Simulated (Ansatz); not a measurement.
Below is the output of a Python script on Ansatz 0.2.0 through its Python package that makes a test of the smearing width of AlNi, space group Pm-3m. Write a script that gives it. Settings (first run): PBE, PAW, cutoff 510 eV, 10×10×10 k-points, Gaussian smearing of 0.3 eV, collinear spin. The script varies width (eV): 0.3, 0.2, 0.1, 0.05.

```
CELL_PARAMETERS angstrom
2.88100 0.00000 0.00000
0.00000 2.88100 0.00000
0.00000 0.00000 2.88100
ATOMIC_POSITIONS crystal
Al 0.00000 0.00000 0.00000
Ni 0.50000 0.50000 0.50000
```

Output of `python smear.py`:
```text
RunWarning: the starting moments were not kept: the SCF closed with an absolute magnetisation of 5.2e-7 μB, where they sum to 1.5 μB in size (1 site). That is at most 0.1 of that sum. Measured as dr2_m measures the in/out step, that magnetisation stands [...]
0.3: -7.55 meV/atom
0.2: -3.01 meV/atom
0.1: -0.58 meV/atom  (within 2 meV)
```
(Warnings from the package without file and line, shortened, repeats left out.)

The script that was run (others could print the same):

`smear.py`
```python
"""Smearing width test for AlNi."""

import csv

import ansatz as az
from ase import Atoms


def main() -> None:
    atoms = Atoms(
        ["Al", "Ni"],
        scaled_positions=[
            [0.0, 0.0, 0.0],
            [0.5, 0.5, 0.5],
        ],
        cell=[
            [2.881, 0.0, 0.0],
            [0.0, 2.881, 0.0],
            [0.0, 0.0, 2.881],
        ],
        pbc=True,
    )
    atoms.set_initial_magnetic_moments([0.0, 1.5])
    crystal = az.Crystal.from_ase(atoms)

    job = (
        crystal.calculation()
        .basis(510)
        .kpoints(10)
        .spin("collinear")
        .forces()
        .stress()
    )

    rows = []
    for value in [0.3, 0.2, 0.1, 0.05]:
        data = job.occupations("gaussian", width=value).run(threads=1).report
        rows.append((value, data["free_energy_ev"] / len(data["lattice"]["sites"]), data["n_iterations"], sum(data["stress_gpa"][i][i] for i in range(3)) / 3, max(abs(f) for row in data["forces_ev_ang"] for f in row), data["magnetization_mub"], data["n_kpoints"]))

    with open("smear.csv", "w", newline="") as handle:
        writer = csv.writer(handle)
        writer.writerow(["width (eV)", "F/atom (eV)", "iterations", "P (GPa)", "max component (eV/A)", "moment (muB)", "k-points"])
        writer.writerows([round(v, 5) if isinstance(v, float) else v for v in row] for row in rows)

    # the last row is the reference
    for row in rows[:-1]:
        shift = 1000 * (row[1] - rows[-1][1])
        print(f"{row[0]}: {shift:+.2f} meV/atom" + ("  (within 2 meV)" if abs(shift) < 2 else ""))


if __name__ == "__main__":
    main()
```

Going from 0.05 to 0.3 eV changes F by -7.5 meV an atom. With this scheme F falls roughly as the square of the width; the report's estimate for zero width (energy_sigma0_ev) moves by only +0.8 meV. The pressure moves from 1.91 to 2.08 GPa.

Caveats:
- The SCF didn't keep the moments it started from (some shrank, vanished or turned); what is printed is the state reached.
- The mesh is modest for a metal, so energies can be off by several to tens of meV an atom and pressures by half a GPa or more; differences at equal mesh fare better.
- The overall sign of a collinear moment is arbitrary, and semilocal functionals can give small moments to compounds that are paramagnetic.
- The free energy holds a sizeable smearing term, which stands for no physical temperature.
- Forces vanish by symmetry here and test nothing.
- The narrowest width needs the finest mesh, so the last row is no converged reference.
- Pressure is positive in compression.
- No functional is typed, so the default, PBE, holds.
- The starting cell is as deposited in a crystallographic database; the results hold for this polymorph, which needn't be the stable one.
- The whole script took 15 s on 1 thread of Arm Neoverse V2, on a shared host, peak memory 0.4 GiB.
